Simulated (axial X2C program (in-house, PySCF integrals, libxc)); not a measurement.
# CdNa⁺: bond curves with and without spin–orbit coupling

What are the state, bond length, wavenumber and bond energy of CdNa⁺, and what does spin–orbit coupling change?

Computed with an in-house X2C program for linear molecules on PySCF integrals. Level: all-electron X2C, Cd dyall-cv3z, Na dyall-cv3z.

All values are calculated.

**1. Input**

Contents of task.json:

```json
{
 "zs": [
  48,
  11
 ],
 "q": 1,
 "bas": [
  "dyall-cv3z",
  "dyall-cv3z"
 ],
 "levels": [
  "PBE0",
  "HF",
  "TPSS"
 ],
 "cc": true,
 "r0": 2.91,
 "thr": -1.0,
 "nmax": 90,
 "npts": 10,
 "nst": 2,
 "ntry": 6
}
```

Keys: zs atomic numbers; q charge; bas basis sets; levels methods (HF also brings MP2); cc coupled cluster on or off; r0 starting distance in Å; thr threshold in hartree for freezing inner shells (an s shell follows its p shell); nmax most natural virtual spinors; npts points asked for on the curve; nst determinants followed; ntry starts of the search.

On the command line:

```console
$ python so2c.py task.json out
```

Spin-free means the one-electron spin-free X2C Hamiltonian; two-component (2c) means X2C with spin–orbit coupling and atomic mean-field two-electron Coulomb and Gaunt terms. Basis: Cd dyall-cv3z contracted to [12s12p8d5f3g], Na dyall-cv3z contracted to [9s8p5d2f]; Gaussian nuclei, density fitting. Masses: Cd 113.903 u, Na 22.990 u.

Notation: σ, π±, δ± give the projection m of an orbital's angular momentum (0, ±1, ±2), α and β its spin, Λ and M_S the sums; ω is the projection of a spinor's total angular momentum and Ω the sum. Logs are in hartree.

After this run come: PBE0, spin-free; HF, spin-free; TPSS, spin-free; MP2 and beyond, spin-free; PBE0, 2c; HF, 2c; TPSS, 2c; MP2 and beyond, 2c.

Q: Predict the outcome of this session. Wanted: for each run, Hamiltonian; Re; ωe; De; μ.

**Answer**, as computed:

Lowest determinant that the search found at its distance (another Ω component may lie lower), spin-free: M_S = 0, Λ = 0 (closed shell).

Lowest determinant that the search found at its distance (another Ω component may lie lower), 2c: Ω = 0 (closed shell).

```json
{"Hamiltonian": "spin-free", "level": "PBE0", "Re (Å)": "3.106", "ωe (cm⁻¹)": "123.5", "De (eV)": "0.493", "μ (D)": "8.68"}
{"Hamiltonian": "spin-free", "level": "HF", "Re (Å)": "3.256", "ωe (cm⁻¹)": "111.5", "De (eV)": "0.444", "μ (D)": "8.94"}
{"Hamiltonian": "spin-free", "level": "MP2", "Re (Å)": "3.176", "ωe (cm⁻¹)": "110.2", "De (eV)": "0.334", "μ (D)": "n/a"}
{"Hamiltonian": "spin-free", "level": "CCSD", "Re (Å)": "3.202", "ωe (cm⁻¹)": "110.6", "De (eV)": "0.370", "μ (D)": "n/a"}
{"Hamiltonian": "spin-free", "level": "CCSD(T)", "Re (Å)": "3.198", "ωe (cm⁻¹)": "110.5", "De (eV)": "0.362", "μ (D)": "n/a"}
{"Hamiltonian": "spin-free", "level": "TPSS", "Re (Å)": "3.113", "ωe (cm⁻¹)": "122.2", "De (eV)": "0.502", "μ (D)": "8.70"}
{"Hamiltonian": "2c", "level": "PBE0", "Re (Å)": "3.106", "ωe (cm⁻¹)": "123.5", "De (eV)": "0.494", "μ (D)": "8.68"}
{"Hamiltonian": "2c", "level": "HF", "Re (Å)": "3.256", "ωe (cm⁻¹)": "111.5", "De (eV)": "0.444", "μ (D)": "8.94"}
{"Hamiltonian": "2c", "level": "MP2", "Re (Å)": "3.176", "ωe (cm⁻¹)": "110.1", "De (eV)": "0.334", "μ (D)": "n/a"}
{"Hamiltonian": "2c", "level": "CCSD", "Re (Å)": "3.202", "ωe (cm⁻¹)": "110.6", "De (eV)": "0.370", "μ (D)": "n/a"}
{"Hamiltonian": "2c", "level": "CCSD(T)", "Re (Å)": "3.198", "ωe (cm⁻¹)": "110.5", "De (eV)": "0.362", "μ (D)": "n/a"}
{"Hamiltonian": "2c", "level": "TPSS", "Re (Å)": "3.113", "ωe (cm⁻¹)": "122.2", "De (eV)": "0.502", "μ (D)": "8.70"}
```

Dipoles are positive if Na is the positive end and refer to the centre of mass.

In words: At CCSD(T), going from spin-free to two-component changes Re by 0 mÅ, ωe by 0.0 %, which is small (part of it comes from the scalar share of the two-electron terms). De moves by 0.00 eV; both De rest on single-determinant atoms, which can miss part of an open shell's spin–orbit lowering.

De refers to Cd + Na+, the ground-state fragments, which need not be this curve's own limit. The state is a single determinant with fixed occupations, the lowest that a limited PBE0 search found. The closed shell is kept restricted; where the fragments are open shells, the energy then runs too high at long range. De is counted from the lowest determinant-based energies of the atoms at the same level, without counterpoise correction. Coupled cluster ran in a truncated set of natural virtual spinors; the MP2 energy of the rest was added. The meta-GGAs lack a current-density term, which matters for open shells with orbital currents, atoms included. With the outer-core shells frozen, correlated bond lengths of heavy atoms tend to come out a few hundredths of an ångström too long.
